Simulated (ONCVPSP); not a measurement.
# Pseudopotential generation for Sm: ONCV, PBE

Task: generate the file, and judge it by its errors in other configurations, its logarithmic derivatives, its ghosts and its cutoff.

Method: ONCVPSP 4.0.1.1 (patched build), PBE, scalar-relativistic.

### Step 1. Settings

Typed settings, in words:

```json
{
  "element": "samarium (Sm, Z = 62)",
  "type": "optimised norm-conserving Vanderbilt (ONCV)",
  "frozen core": "[Kr] 4d10",
  "valence charge": "16",
  "reference configuration": "4f5 5s2 5p6 5d1 6s2",
  "partial waves": "5s+6s: rc 1.75 bohr, ncon 5, nbas 9, qcut 5.4 1/bohr, 2 projectors; 5p: rc 2.10 bohr, ncon 3, nbas 6, qcut 6.3 1/bohr, 3 projectors, debl 1.5 Ha; 5d: rc 3.80 bohr, ncon 4, nbas 9, qcut 4.4 1/bohr, 2 projectors, debl 1.8 Ha; 4f: rc 1.55 bohr, ncon 4, nbas 9, qcut 9.7 1/bohr, 2 projectors, debl 3.1 Ha",
  "local potential": "polynomial inside 1.25 bohr (lpopt 5, dvloc0 0 Ha)",
  "core correction": "Teter function fitted to the true core (icmod 2), fcfact 0.25"
}
```

The nodes and maxima of the atom's own shells, from an earlier all-electron run, set the scale for the radii.

All-electron outer shells of the reference configuration (PBE, scalar-relativistic, ld1.x):

```csv
shell,level (eV),outermost node (bohr),outermost maximum (bohr)
4d,-135.45,0.28,0.58
5s,-46.72,0.68,1.25
5p,-26.00,0.73,1.42
4f,-7.96,–,0.61
6s,-3.99,1.67,3.48
5d,-2.74,0.83,2.01
6p,-1.34,1.99,4.64
```

### Step 2. The generation run

Sm.dat

```
# ATOM AND REFERENCE CONFIGURATION
# atsym  z   nc   nv     iexc    psfile
  Sm 62.00    9    5        4      upf
#
#   n    l    f
    1    0    2.00
    2    0    2.00
    2    1    6.00
    3    0    2.00
    3    1    6.00
    3    2   10.00
    4    0    2.00
    4    1    6.00
    4    2   10.00
    4    3    5.00
    5    0    2.00
    5    1    6.00
    5    2    1.00
    6    0    2.00
#
# PSEUDOPOTENTIAL AND OPTIMIZATION
# lmax
    3
#
#   l,   rc,      ep,       ncon, nbas, qcut
    0    1.75    0.00    5    9    5.40
    1    2.10    0.00    3    6    6.30
    2    3.80    0.00    4    9    4.40
    3    1.55    0.00    4    9    9.70
#
# LOCAL POTENTIAL
# lloc, lpopt,  rc(5),   dvloc0
    4    5    1.25    0.00
#
# VANDERBILT-KLEINMAN-BYLANDER PROJECTORs
# l, nproj, debl
    0    2    3.80
    1    3    1.50
    2    2    1.80
    3    2    3.10
#
# MODEL CORE CHARGE
# icmod, fcfact, rcfact
    2    0.25    1.05
#
# LOG DERIVATIVE ANALYSIS
# epsh1, epsh2, depsh
   -3.00    5.00    0.02
#
# OUTPUT GRID
# rlmax, drl
    6.00    0.01
#
# TEST CONFIGURATIONS
# ncnf
    4
# nvcnf
#   n    l    f
    5
    4    3    6.00
    5    0    2.00
    5    1    6.00
    5    2    0.00
    6    0    2.00
#
    5
    4    3    6.00
    5    0    2.00
    5    1    6.00
    5    2    0.00
    6    0    1.00
#
    5
    4    3    6.00
    5    0    2.00
    5    1    6.00
    5    2    0.00
    6    0    0.00
#
    6
    4    3    6.00
    5    0    2.00
    5    1    6.00
    5    2    0.00
    6    0    0.00
    6    1    1.00
#
```

Launch:

```
$ oncvpsp.x < Sm.dat > Sm.out
```

**Question.** What will these runs give? Wanted: cutoffs for 1 and 0.1 mHa per electron, occupied waves; bound ghosts; GHOST(+) flags; configuration tests; largest phase difference near zero energy, channels read; rms error of d²Exc/dn², without and with the model core.

**Answer**, as computed:

| quantity | value |
| --- | --- |
| cutoffs for 1 and 0.1 mHa per electron, occupied waves | 45 Ha and 129 Ha |
| bound ghosts | none below the valence levels; a pole at negative energy in s is suspect |
| GHOST(+) flags | s at -3 eV, p at 256 eV |
| configuration tests | no usable energy difference |
| largest phase difference near zero energy, channels read | 3.142 rad |
| rms error of d²Exc/dn², without and with the model core | 6.61 and 2.64 mHa |

**Reading.** Of the tests 3 gave no usable energy difference, which is a warning in itself. The potential is hard: the looser tolerance needs 45 Ha. The tighter tolerance needs 129 Ha, and converged work needs a cutoff nearer that. At the looser tolerance the 4f wave is the slowest; 5s needs 16 Ha. The ghost test, which looks below the valence levels, finds nothing, but the pseudo curve has an extra pole at negative energy (s at -0.08 Ha): a spurious bound state among the atom's levels is likely, and the file can't be cleared. Of the channels read, s scatters worst near zero energy, by up to 3.14 rad. A step near π is an extra or missing state, not a misfit of shape. The pseudo curves have a pole with no partner nearby in the atom's: s at -0.08 Ha. The program also flags highly localised states, GHOST(+) (s, p). These are tests on the free atom; a crystal test is still owed.
